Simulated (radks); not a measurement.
# Zn⁴⁺ in [Ar] 3d8: an all-electron calculation

One table from this session's results is given with a row withheld; the runs are named, their logs left out.

The numbers are computed with radks (a radial shooting solver on a logarithmic mesh, Libxc functionals) version 1 (Dirac Kohn-Sham, BLYP, spin-unpolarised, spherical densities, finite nucleus; open shells fill j = l - 1/2 first), except any that are marked as measured or tabulated.

## Starting point

- element: zinc (Z = 30)
- charge: +4
- electrons: 26
- configuration: [Ar] 3d8
- nuclear rms radius: 3.9283 fm

Set-up of the first run:

Settings of this run:

```text
Z 30
configuration [Ar] 3d8
relativity Dirac
functional b88,lyp
spin unpolarised
j_filling energy
nucleus finite rms 3.9283 fm
c 137.035999084
```

On the command line:

```bash
$ python run_ks.py task.json out
```

All runs below come from this command, one after another.

One of the session's tables, all rows but one given; the rest of the session is left out.

It belongs to the step «Radial structure». Radial moments (bohr):

| level | <r> | outermost maximum (interpolated) | 90 % within | nodes |
| --- | --- | --- | --- | --- |
| 1s1/2 | 0.05030 | 0.0329 | 0.0899 | 0 |
| 2s1/2 | 0.2260 | 0.189 | 0.350 | 1 |
| 2p1/2 | 0.1959 | 0.150 | 0.321 | 0 |
| 2p3/2 | 0.1993 | 0.153 | 0.326 | 0 |
| 3s1/2 | 0.6720 | 0.585 | 1.00 | 2 |
| 3p1/2 | 0.6905 | 0.582 | 1.06 | 1 |
| 3p3/2 | 0.7002 | 0.590 | 1.07 | 1 |
| 3d3/2 | 0.7723 | 0.547 | 1.29 | 0 |
| 3d5/2 | ? | ? | ? | ? |

Q: Estimate the row for 3d5/2 from the others.

As computed: <r>: 0.7763; outermost maximum (interpolated): 0.550; 90 % within: 1.30; nodes: 0. In the column «<r>» it is the highest.

To keep in mind: Spin polarisation and multiplet splitting are left out.
